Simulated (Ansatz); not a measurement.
**CH6BNSi: small, medium and large basis sets**

How large a basis does CH6BNSi need? Two functionals are run in growing sets.

The runs use Ansatz 0.2.0, Gaussian basis; one geometry, several basis sets.

Levels to be run: PBE0-D4/def2-SVP; ωB97M-V/def2-SVP; PBE0-D4/def2-QZVPP; ωB97M-V/def2-QZVPP; the functionals' def2-TZVPP values are taken from earlier runs.

### 1 The relaxed structure

All runs share one geometry, relaxed beforehand with PBE0-D4 in a triple-zeta def2 set.

10 atoms, charge 0, spin multiplicity 1.

Atoms are counted from 1 here; the program's logs count them from 0.

Bond lengths: Si1–B2 1.987 Å, Si1–H5 1.489 Å, Si1–H6 1.489 Å, Si1–H7 1.488 Å, B2–C3 1.575 Å, B2–N4 1.344 Å, C3–N4 1.457 Å, C3–H8 1.089 Å, C3–H9 1.089 Å, N4–H10 1.003 Å. Angles: B2–Si1–H5 109.6°, B2–Si1–H6 109.8°, B2–Si1–H7 112.7°, H5–Si1–H6 107.9°, H5–Si1–H7 108.3°, H6–Si1–H7 108.4°, Si1–B2–C3 153.9°, Si1–B2–N4 146.9°, C3–B2–N4 59.2°, B2–C3–N4 52.5°, B2–C3–H8 121.1°, B2–C3–H9 121.2°, N4–C3–H8 116.8°, N4–C3–H9 116.8°, H8–C3–H9 114.0°, B2–N4–C3 68.3°, B2–N4–H10 155.9°, C3–N4–H10 135.8°.

Coordinates:

```xyz
10

Si   -1.1846    0.9675   -0.9788
B     0.1676   -0.0690    0.0438
C     0.6354   -1.0223    1.2076
N     1.4567   -0.4315    0.1598
H    -2.2201    0.0433   -1.5175
H    -1.8620    1.9391   -0.0771
H    -0.5904    1.7199   -2.1173
H     0.7828   -0.6458    2.2189
H     0.4707   -2.0976    1.1558
H     2.4272   -0.4547   -0.0923
```

### 2 PBE0-D4 in def2-SVP

in.yaml

```yaml
crystal:
  periodic: [false, false, false]
  atoms:
    - {symbol: Si, position_ang: [-1.184639, 0.967496, -0.978793]}
    - {symbol: B, position_ang: [0.167615, -0.069024, 0.043821]}
    - {symbol: C, position_ang: [0.635373, -1.022262, 1.207625]}
    - {symbol: N, position_ang: [1.456701, -0.431478, 0.159839]}
    - {symbol: H, position_ang: [-2.220067, 0.043346, -1.517529]}
    - {symbol: H, position_ang: [-1.862031, 1.939072, -0.077123]}
    - {symbol: H, position_ang: [-0.590430, 1.719900, -2.117264]}
    - {symbol: H, position_ang: [0.782756, -0.645754, 2.218933]}
    - {symbol: H, position_ang: [0.470660, -2.097610, 1.155822]}
    - {symbol: H, position_ang: [2.427164, -0.454687, -0.092329]}
basis:
  gaussian: {orbitals: def2-SVP}
hamiltonian: {xc: pbe0, dispersion: d4}
output: {orbitals: {seedname: orbitals}}
```

Started as:

```bash
$ ansatz run in.yaml --threads 2 --pin off --events-out ev --progress --plain --max-ram 4352MiB
```

The runs that follow: ωB97M-V in def2-SVP; PBE0-D4 in def2-QZVPP; ωB97M-V in def2-QZVPP.

**Question.** What will the summary of the whole plan be? Wanted: PBE0-D4: double and triple zeta above quadruple; ωB97M-V: double and triple zeta above quadruple.

The runs gave:

| quantity | value |
| --- | --- |
| PBE0-D4: double and triple zeta above quadruple | 6.77, 0.46 eV |
| ωB97M-V: double and triple zeta above quadruple | 6.93, 0.42 eV |

**Reading.** PBE0-D4 gains 6.31 eV from double to triple zeta, then 0.46 eV more. Total energies overstate the basis error of differences, where much of it tends to cancel.
